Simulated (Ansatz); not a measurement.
# C₂H₃FOTe: a ladder of functionals and wavefunction methods

The task here is to estimate one member of a computed series from the others.

Method: functionals in def2-TZVPP, the program's frozen cores in correlated methods; program: Ansatz 0.2.0, Gaussian basis.

The runs, in order: LDA (SPW92), PBE-D4, revPBE-D4, BLYP-D4, r2SCAN-D4, B97M-V, PBE0-D4, B3LYP-D4, r2SCANh-D4, r2SCAN0-D4, HSE06-D4, BHLYP-D4, CAM-B3LYP-D4, LC-ωPBE, ωB97X-V, ωB97M-V, B2PLYP, PBE-QIDH; CCSD(T)/def2-SVP; CCSD(T)/def2-TZVPP; MP2/def2-QZVPP; extrapolation to the limit; RPA on PBE.

## The geometry

An earlier PBE0-D4 in a triple-zeta def2 set relaxation fixed the geometry. Te takes the def2 core potential; no spin-orbit term is included.

SMILES `O=CC(F)[TeH]`, 8 atoms, charge 0, spin multiplicity 1.

Atoms are counted from 1 here; the program's logs count them from 0.

Bond lengths: O1–C2 1.197 Å, C2–C3 1.499 Å, C2–H6 1.110 Å, C3–F4 1.352 Å, C3–Te5 2.170 Å, C3–H7 1.096 Å, Te5–H8 1.657 Å. Angles: O1–C2–C3 124.1°, O1–C2–H6 122.8°, C3–C2–H6 113.1°, C2–C3–F4 112.7°, C2–C3–Te5 106.2°, C2–C3–H7 110.5°, F4–C3–Te5 113.0°, F4–C3–H7 110.2°, Te5–C3–H7 103.8°, C3–Te5–H8 91.9°.

The first run:

File in.yaml:

```yaml
crystal:
  periodic: [false, false, false]
  atoms:
    - {symbol: O, position_ang: [-1.147185, 0.777080, 1.334428]}
    - {symbol: C, position_ang: [-0.135350, 0.748397, 0.695891]}
    - {symbol: C, position_ang: [0.504492, -0.509580, 0.189851]}
    - {symbol: F, position_ang: [0.012202, -1.620628, 0.781945]}
    - {symbol: Te, position_ang: [0.230596, -0.503758, -1.962375]}
    - {symbol: H, position_ang: [0.416329, 1.665538, 0.402276]}
    - {symbol: H, position_ang: [1.592357, -0.464452, 0.314573]}
    - {symbol: H, position_ang: [-1.381442, -0.149697, -1.812287]}
basis:
  gaussian: {orbitals: def2-TZVPP}
hamiltonian: {xc: lda}
output: {orbitals: {seedname: orbitals}}
```

Among the steps run: LDA; PBE-D4 (GGA); revPBE-D4 (GGA); BLYP-D4 (GGA); r2SCAN-D4 (meta-GGA); B97M-V (meta-GGA); PBE0-D4 (hybrid); B3LYP-D4 (hybrid); r2SCANh-D4 (hybrid); r2SCAN0-D4 (hybrid); HSE06-D4 (hybrid); BHLYP-D4 (hybrid); CAM-B3LYP-D4 (range-separated); LC-ωPBE (range-separated); ωB97X-V (range-separated); ωB97M-V (range-separated); B2PLYP (double hybrid); PBE-QIDH (double hybrid).

One of the session's tables, all rows but one given; the rest of the session is left out.

It belongs to the step «Frontier levels by functional». 

```
  functional  HOMO (eV)  LUMO (eV)  gap (eV)
 LDA (SPW92)      -6.14      -2.97      3.17
      PBE-D4      -5.95      -2.72      3.23
   revPBE-D4      -5.88      -2.63      3.25
     BLYP-D4          ?          ?         ?
   r2SCAN-D4      -6.20      -2.58      3.62
      B97M-V      -6.19      -2.47      3.71
     PBE0-D4      -7.01      -1.81      5.20
    B3LYP-D4      -6.80      -2.05      4.74
  r2SCANh-D4      -6.59      -2.24      4.35
  r2SCAN0-D4      -7.18      -1.74      5.44
    HSE06-D4      -6.62      -2.19      4.43
    BHLYP-D4      -7.93      -0.86      7.07
CAM-B3LYP-D4      -8.26      -0.76      7.50
     LC-ωPBE      -9.57       0.39      9.96
     ωB97X-V      -9.23       0.30      9.53
     ωB97M-V      -9.12       0.17      9.29
```

Q: Estimate the row for BLYP-D4 from the others.

Worked estimate for «HOMO (eV)». Against the share of exact exchange, B3LYP-D4 (0.2, -6.80), BHLYP-D4 (0.5, -7.93) give a slope of -3.77 per unit share; at 0 the line stands at -6.05.

The run gave: HOMO (eV): -5.79; LUMO (eV): -2.61; gap (eV): 3.18. In «HOMO (eV)» the line misses by -0.26.
